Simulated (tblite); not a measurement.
# C5H9GeNO: the cost of one run

Programs: tblite 0.8.0 and PySCF 2.14.0, with density-fitted response routines of our own. Each step states its level of theory. These are calculated values for one molecule in the gas phase, unless marked as measured. Atoms count from 0, in the outputs and in this text.

## Step 1: The molecule as given

17 atoms, charge 0, multiplicity 1; geometry from: force field or distance geometry start.

Bonds of the start (Å): C0–C1 1.29, C1–C2 1.31, C2–C3 1.44, C3–O4 1.28, C3–Ge5 1.93, Ge5–N6 1.86, N6–C7 1.45, C0–H8 1.06, C0–H9 1.08, C2–H10 1.06, Ge5–H11 1.54, Ge5–H12 1.55, N6–H13 1.05, C7–H14 1.12, C7–H15 1.09, C7–H16 1.10.

## Step 2: Geometry optimisation with GFN2-xTB

What the job is given:

```
{"job": {"kind": "relax", "xc": "GFN2-xTB", "basis": "xTB"}, "charge": 0, "multiplicity": 1}
C     -3.376400     1.186000     0.505800
C     -2.793200     0.102500     0.105200
C     -2.166400    -0.991600    -0.258100
C     -0.860000    -1.194000     0.321600
O     -0.669600    -2.057100     1.243400
Ge     0.589500    -0.108000    -0.344700
N      2.192600    -0.419700     0.537600
C      3.229800     0.439500    -0.007800
H     -3.993900     1.117900     1.363600
H     -3.191700     2.064600    -0.086100
H     -2.667600    -1.617600    -0.949700
H      0.719100    -0.466700    -1.840000
H      0.130200     1.361300    -0.128700
H      2.471600    -1.417300     0.341800
H      2.711100     1.142600    -0.704500
H      3.931800    -0.168500    -0.580000
H      3.736100     1.038300     0.769600
```

Run with:

```sh
> OMP_NUM_THREADS=1 python probes_run.py task.json out
```

The driver reads the jobs from task.json and runs them one after another.

**Question.** How long does this first job take on 1 thread of Arm Neoverse V1, shared host, and how much memory does it need?

About 1.3 s, with a peak of 0.18 GiB.
